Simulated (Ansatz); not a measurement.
# CH2Ga+ (quintet): from Hartree-Fock to the top rungs, cc-pVTZ

An exercise on one series of results from a longer session: the logs are not shown, and one member is left open.

Program: Ansatz 0.2.0, Gaussian basis. Level of theory: cc-pVTZ, core rule «outside noble gas», up to 15 orbitals frozen. These are calculated values, not measurements.

The runs, in order: UHF; CCSD(T) on ROHF; CCSD(T) on UHF; BCCD(T) on ROHF; CCSDT(Q) on ROHF; CCSDT(Q) on UHF; CASSCF and MRCISD+Q, 8 electrons in 10 orbitals; CASSCF and NEVPT2, 8 electrons in 10 orbitals.

8 further runs of the same task are left out: 3 for a known fault of the program, 5 set aside as unsound or not needed.

## The system

The geometry is a PBE0/def2-TZVP stationary point (not a proven minimum) of the parent state, kept for this charge and spin. No spin-orbit coupling is included. The filled d shell of Ga may be among the frozen orbitals whatever the setting's name suggests; the logs give the count.

4 atoms, charge 1, spin multiplicity 5.

Atoms are counted from 1 here; the program's logs count them from 0.

Bond lengths: C1–Ga2 1.951 Å, Ga2–H3 1.561 Å, Ga2–H4 1.561 Å. Angles: C1–Ga2–H3 115.9°, C1–Ga2–H4 115.9°, H3–Ga2–H4 128.2°.

Set-up of the first run:

Input file in.yaml:

```yaml
crystal:
  periodic: [false, false, false]
  atoms:
    - {symbol: C, position_ang: [0.000000, 0.000000, 1.687532]}
    - {symbol: Ga, position_ang: [0.000000, 0.000000, -0.263371]}
    - {symbol: H, position_ang: [0.000000, -1.404653, -0.945221]}
    - {symbol: H, position_ang: [0.000000, 1.404653, -0.945221]}
basis:
  gaussian: {orbitals: cc-pVTZ}
total_charge: 1
magnetization: {spin_polarized: true, initial_magnetization: 4}
hamiltonian: {xc: hf}
output: {orbitals: {seedname: orbitals}}
```

The run is started by

```
$ ansatz run in.yaml --threads 1 --pin off --events-out ev --progress --plain --max-ram 2560MiB --backend cpu
```

Steps of the session up to this table: UHF; CCSD(T) on ROHF; CCSD(T) on UHF; BCCD(T) on ROHF; CCSDT(Q) on ROHF; CCSDT(Q) on UHF; CASSCF and MRCISD+Q, 8 electrons in 10 orbitals; CASSCF and NEVPT2, 8 electrons in 10 orbitals.

One table of the session follows, with a row left open; its other results are not shown here.

| method | from UCCSDT(Q) (kJ/mol) |
| --- | --- |
| UHF | ? |
| RMP2 | +97.8 |
| UMP2 | +102.7 |
| RCCSD | +20.7 |
| UCCSD | +18.8 |
| RCCSD(T) | +4.8 |
| UCCSD(T) | +4.1 |
| BCCD(T) | +4.8 |
| RCCSDT | +1.5 |
| UCCSDT | +0.7 |
| RCCSDT(Q) | +0.9 |
| UCCSDT(Q) | 0 |
| CASSCF valence | +267.8 |
| NEVPT2 valence | +60.2 |
| MRCISD valence | +15.0 |
| MRCISD+Q valence | +3.2 |

**Question.** Estimate the row for UHF.

As computed: from UCCSDT(Q) (kJ/mol): +426.9. In the column «from UCCSDT(Q) (kJ/mol)» it is the highest.

Among the levels timed on like hardware and quicker than the yardstick, those that no quicker one beats, quickest first: UCCSD(T) (3.5 s, +4.1 kJ/mol).

Left out of the table: ROHF (another determinant or state than the rows shown).

Caveats from the session: The report flags that the cluster equations may have other roots. The program flags RCCSD(T), BCCD(T), RCCSDT(Q) as in doubt, so those rows may rest on another solution; read them beside their warnings. Of the multireference levels listed MRCISD+Q valence comes nearest in total energy (+3.2 kJ/mol), which doesn't show that its space is the better one. Restricted and unrestricted rows rest on different reference determinants; where their highest levels disagree by more than a few hundredths of an eV, they describe different states and don't form one ladder. Warnings in the runs' records: other roots.
